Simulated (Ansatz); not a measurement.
This script drives Ansatz 0.2.0 through its Python package.

`c2h6bfsi.xyz`
```text
11

F    -0.94840   -0.87120    2.60850
C     0.11380   -0.12430    2.26010
C     0.37630    0.16460    0.97380
B    -0.43120   -0.28060   -0.20780
Si   -0.01670    0.15090   -2.04570
H     0.78160    0.23090    3.04910
H     1.33560    0.73030    0.76860
H    -1.45530   -0.89100   -0.01350
H     0.05450    1.63710   -2.12550
H     1.29560   -0.42590   -2.31710
H    -1.04030   -0.37760   -2.92980
```

`c2h6bfsi.py`
```python
'''Geometry optimisation of C2H6BFSi.'''

import itertools

import ansatz as az
from ase.data import atomic_numbers, covalent_radii
import numpy as np

params = {
    'basis_set': '6-31G*',
    'xc': 'pbe',
}

mol = az.Crystal.molecule_from_extxyz('c2h6bfsi.xyz')

setup = (
    mol.calculation()
    .basis(gaussian=params['basis_set'])
    .functional(params['xc'])
)
symbols = [site.symbol for site in mol.cartesian_sites]
start = np.array([site.position_ang for site in mol.cartesian_sites], dtype=float)
def progress(event):
    if event['event'] == 'relax_step':
        row = event['data']
        print(f'step {row["step"]:3d}  E = {row["lagrangian_ev"]:.6f} eV  largest force component {row["allowed_force_max_ev_ang"]:.4f} eV/A')


data = setup.relax(force_tolerance=0.005).session().plan().execute(on_event=progress).report
end = np.array(data['positions_ang'])

print('reference energy %16.6f eV' % data['reference_energy_ev'])
print('total energy     %16.6f eV' % data['free_energy_ev'])
print('occupied orbitals outside the frozen core (up, down):', data['n_occupied'], ' frozen:', data['n_frozen'], ' virtual:', data['n_virtual'])

# pairs closer than 1.2 times the sum of covalent radii, before or after
radius = [covalent_radii[atomic_numbers[s]] for s in symbols]
span = lambda where, i, j: np.linalg.norm(where[i] - where[j])
bonded = [(i, j) for i, j in itertools.combinations(range(len(symbols)), 2) if min(span(start, i, j), span(end, i, j)) < 1.2 * (radius[i] + radius[j])]
print('pair        before    after (A)')
for i, j in bonded:
    print(f'{symbols[i]}{i}-{symbols[j]}{j}'.ljust(10), f'{span(start, i, j):8.4f} {span(end, i, j):8.4f}')
with open('c2h6bfsi_opt.xyz', 'w') as handle:
    handle.write(f'{len(symbols)}\nrelaxed C2H6BFSi\n')
    handle.writelines(f'{s:2s} {x:11.6f} {y:11.6f} {z:11.6f}\n' for s, (x, y, z) in zip(symbols, end))
```

It is started by `python c2h6bfsi.py`. How long does it take on 1 thread of Arm Neoverse V2, on a shared host, and how much memory does it need?

It took about 92 s, with a peak of 0.22 GiB, for 1 run of the engine.

```console
$ python c2h6bfsi.py
step   1  E = -13429.225348 eV  largest force component 1.5784 eV/A
step   2  E = -13429.470601 eV  largest force component 0.6910 eV/A
step   3  E = -13429.496395 eV  largest force component 0.7037 eV/A
step   4  E = -13429.533424 eV  largest force component 0.2287 eV/A
step   5  E = -13429.537304 eV  largest force component 0.1505 eV/A
step   6  E = -13429.538997 eV  largest force component 0.0343 eV/A
step   7  E = -13429.539034 eV  largest force component 0.0131 eV/A
step   8  E = -13429.539049 eV  largest force component 0.0094 eV/A
step   9  E = -13429.539066 eV  largest force component 0.0017 eV/A
step  10  E = -13429.539185 eV  largest force component 0.0452 eV/A
step  11  E = -13429.539512 eV  largest force component 0.0630 eV/A
step  12  E = -13429.540175 eV  largest force component 0.0700 eV/A
step  13  E = -13429.531765 eV  largest force component 0.3170 eV/A
step  14  E = -13429.523202 eV  largest force component 0.7126 eV/A
step  15  E = -13429.541873 eV  largest force component 0.0297 eV/A
step  16  E = -13429.545052 eV  largest force component 0.0592 eV/A
step  17  E = -13429.546015 eV  largest force component 0.1792 eV/A
step  18  E = -13429.548256 eV  largest force component 0.1823 eV/A
step  19  E = -13429.556559 eV  largest force component 0.0375 eV/A
step  20  E = -13429.559396 eV  largest force component 0.0627 eV/A
step  21  E = -13429.560655 eV  largest force component 0.0891 eV/A
step  22  E = -13429.561975 eV  largest force component 0.0611 eV/A
step  23  E = -13429.563368 eV  largest force component 0.0293 eV/A
step  24  E = -13429.564032 eV  largest force component 0.0414 eV/A
step  25  E = -13429.564155 eV  largest force component 0.0558 eV/A
step  26  E = -13429.564404 eV  largest force component 0.0329 eV/A
step  27  E = -13429.564431 eV  largest force component 0.0183 eV/A
step  28  E = -13429.564483 eV  largest force component 0.0101 eV/A
step  29  E = -13429.564501 eV  largest force component 0.0024 eV/A
step  30  E = -13429.564508 eV  largest force component 0.0055 eV/A
step  31  E = -13429.564509 eV  largest force component 0.0024 eV/A
reference energy    -13429.564542 eV
total energy        -13429.564542 eV
occupied orbitals outside the frozen core (up, down): [23, 23]  frozen: 0  virtual: [68, 68]
pair        before    after (A)
F0-C1        1.3444   1.3374
C1-C2        1.3442   1.3558
C1-H5        1.0930   1.0991
C2-B3        1.4988   1.5342
C2-H6        1.1324   1.0982
B3-Si4       1.9328   2.0215
B3-H7        1.2079   1.2072
Si4-H8       1.4900   1.5061
Si4-H9       1.4589   1.5074
Si4-H10      1.4521   1.5074
```

It writes `c2h6bfsi_opt.xyz`:
```text
11
relaxed C2H6BFSi
F    -0.651570   -1.133334    2.666300
C     0.057950   -0.053536    2.320798
C     0.264239    0.324288    1.035187
B    -0.288440   -0.436504   -0.176991
Si    0.028015    0.142001   -2.087909
H     0.436828    0.464612    3.212972
H     0.869912    1.235239    0.938886
H    -0.946279   -1.430615    0.013331
H     0.856055    1.390671   -2.241689
H     0.719764   -0.947756   -2.866478
H    -1.280975    0.388135   -2.793706
```

Total energies depend on the basis set; only differences at equal settings carry meaning. The end point is the stationary point reached from this start; no frequency run checks that it is a minimum, and the basis set is modest.
